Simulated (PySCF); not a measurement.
**SiSe: bond curves at several levels of theory**

One table from this session's results is given with a row withheld; the runs are named, their logs left out.

Method: Si def2-TZVPPD, Se def2-TZVPPD, no relativity; program: PySCF 2.14.0.

Set-up of the first run:

Settings of the job:

* atoms: Si, Se
* charge: 0
* basis: Si def2-TZVPPD, Se def2-TZVPPD
* Hamiltonian: no relativity
* basis functions: 105
* electrons treated: 48
* masses in u: 27.9769, 79.9165
* levels: PBE0, PBE, r²SCAN, M06, M06-2X, MN15, TPSS, r²SCAN0, LC-ωPBE, HF, MP2, SCS-MP2, CCSD, CCSD(T)
* grid: 80 radial by 434 angular points
* occupations: held fixed by the projection of orbital angular momentum
* dissociation limit: Si + Se, each in its ground configuration
* starting distance in angstrom: 2.230
* values of 2S to try: 0, 2, 4

On the command line:

```bash
$ OMP_NUM_THREADS=2 python dia.py task.json out
```

Steps of the session up to this table: Set-up; PBE0 along the bond; Other states along the same grid; PBE (GGA); r²SCAN (meta-GGA); M06; M06-2X (hybrid meta-GGA); MN15; TPSS (meta-GGA); r²SCAN0 (hybrid meta-GGA); LC-ωPBE (range-separated hybrid); RHF (mean field); Correlated methods on the Hartree–Fock reference.

One of the session's tables, all rows but one given; the rest of the session is left out.

It belongs to the step «The curves together». Energy (eV) from each level's lowest point:

```
R (Å)    RHF  RHF-MP2  RHF-SCS-MP2  RHF-CCSD  RHF-CCSD(T)
1.778  1.581    1.735        1.743       n/a          n/a
1.860  0.660    0.781        0.784     0.754        0.818
1.943  0.171    0.250        0.251     0.232        0.272
2.005  0.017    0.058        0.059     0.048        0.070
2.067  0.000    0.000        0.000     0.000        0.000
2.129      ?        ?            ?         ?            ?
2.212  0.334    0.222        0.223     0.251        0.193
2.315  0.776    0.576        0.578     0.628        0.519
2.439  1.427    1.119        1.123     1.196        1.017
2.604  2.376    1.955        1.956       n/a          n/a
```

Estimate the missing values for R (Å) = 2.129.

Worked estimate for «RHF». A straight line through the neighbours (2.067, 0.000) and (2.212, 0.334) gives 0.000 + (0.334 − 0.000) × (2.129 − 2.067) / (2.212 − 2.067) = 0.143; a parabola fitted to 4 rows on both sides gives 0.098.

**Answer.** RHF: 0.090; RHF-MP2: 0.044; RHF-SCS-MP2: 0.045; RHF-CCSD: 0.056; RHF-CCSD(T): 0.032. In «RHF» the line misses by +0.053 and the parabola by +0.008.
